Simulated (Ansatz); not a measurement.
The system is Ta3AsAu2O13.

```
CELL_PARAMETERS angstrom
5.45204 0.00000 0.00000
-2.72602 4.72161 0.00000
0.00000 0.00000 9.57902
ATOMIC_POSITIONS crystal
Ta 0.00000 0.00000 0.19408
Ta 0.00000 0.00000 0.80592
Ta 0.66667 0.33333 0.00000
As 0.00000 0.00000 0.50000
Au 0.33333 0.66667 0.27428
Au 0.33333 0.66667 0.72572
O 0.00000 0.00000 0.00000
O 0.23947 0.97129 0.36402
O 0.02871 0.26818 0.36402
O 0.73182 0.76053 0.36402
O 0.23947 0.97129 0.63598
O 0.02871 0.26818 0.63598
O 0.73182 0.76053 0.63598
O 0.38452 0.33425 0.85844
O 0.66575 0.05026 0.85844
O 0.94974 0.61548 0.85844
O 0.38452 0.33425 0.14156
O 0.66575 0.05026 0.14156
O 0.94974 0.61548 0.14156
```

The cell was built by a generator and needn't be a form met in nature.

Base run:

* Program: Ansatz 0.2.0
* Functional: PBE
* Potentials or basis: Ansatz PAW soft_1
* Cutoff: 420 eV
* Density cutoff: 1680 eV
* k mesh: 6 × 6 × 3
* Occupations: fermi-dirac, width 0.05 eV
* Spin: no spin polarisation
* Hubbard terms: Au d U = 8 eV, Ta d U = 8 eV

Its results: band gap on the k mesh none (metal or under the smearing width); pressure 5.3 GPa; largest force 1.143 eV/Å.

Q: The run is repeated on the same cell with these changes: hubbard terms from Au d U = 8 eV, Ta d U = 8 eV to Au d U = 2 eV, Ta d U = 2 eV. What comes out?

A: Band gap on the k mesh none (metal or under the smearing width); pressure 0.8 GPa; largest force 0.372 eV/Å.

Caveats: U without spin polarisation on a metal has little footing; forces of over 1 eV/Å show positions far from the minimum, so gaps and moduli don't describe the material at rest (some runs).

Not every run made on this cell is shown here.
